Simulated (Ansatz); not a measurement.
# CH₂BrClO: small, medium and large basis sets

How large a basis does CH₂BrClO need? Two functionals are run in growing sets.

Computed with Ansatz 0.2.0, Gaussian basis. Level: one geometry, several basis sets.

The runs, in order: PBE0-D4/def2-SVP; ωB97M-V/def2-SVP; PBE0-D4/def2-QZVPP; ωB97M-V/def2-QZVPP; the functionals' def2-TZVPP values are taken from earlier runs.

### Step 1. The relaxed structure

All runs share one geometry, relaxed beforehand with PBE0-D4 in a triple-zeta def2 set.

SMILES `OC(Cl)Br`, 6 atoms, charge 0, spin multiplicity 1.

Atoms are counted from 1 here; the program's logs count them from 0.

Bond lengths: O1–C2 1.348 Å, O1–H5 0.965 Å, C2–Cl3 1.781 Å, C2–Br4 1.968 Å, C2–H6 1.085 Å. Angles: C2–O1–H5 109.7°, O1–C2–Cl3 112.9°, O1–C2–Br4 112.3°, O1–C2–H6 109.1°, Cl3–C2–Br4 108.8°, Cl3–C2–H6 107.7°, Br4–C2–H6 105.7°.

### Step 2. PBE0-D4 in def2-SVP

Contents of in.yaml:

```yaml
crystal:
  periodic: [false, false, false]
  atoms:
    - {symbol: O, position_ang: [0.586119, 0.968760, 0.270811]}
    - {symbol: C, position_ang: [-0.157823, -0.154779, 0.235525]}
    - {symbol: Cl, position_ang: [0.815151, -1.620726, -0.043151]}
    - {symbol: Br, position_ang: [-1.578179, -0.066833, -1.123914]}
    - {symbol: H, position_ang: [1.044042, 1.082341, -0.571149]}
    - {symbol: H, position_ang: [-0.667210, -0.272762, 1.185777]}
basis:
  gaussian: {orbitals: def2-SVP}
hamiltonian: {xc: pbe0, dispersion: d4}
output: {orbitals: {seedname: orbitals}}
```

Launch:

```console
> ansatz run in.yaml --threads 2 --pin off --events-out ev --progress --plain --max-ram 4352MiB
```

The runs that follow: ωB97M-V in def2-SVP; PBE0-D4 in def2-QZVPP; ωB97M-V in def2-QZVPP.

Q: Predict the results of all the runs planned. Wanted: PBE0-D4: double and triple zeta above quadruple; ωB97M-V: double and triple zeta above quadruple.

As calculated:

| quantity | value |
| --- | --- |
| PBE0-D4: double and triple zeta above quadruple | 18.58, 1.97 eV |
| ωB97M-V: double and triple zeta above quadruple | 18.52, 1.90 eV |

In words: For PBE0-D4 the step from double to triple zeta gains 16.61 eV and the next only 1.97 eV. Total energies overstate the basis error of differences, where much of it tends to cancel. The LUMO of ωB97M-V is positive and keeps falling with the basis (1.67 to 0.98 eV): an unbound level that the basis holds in place.
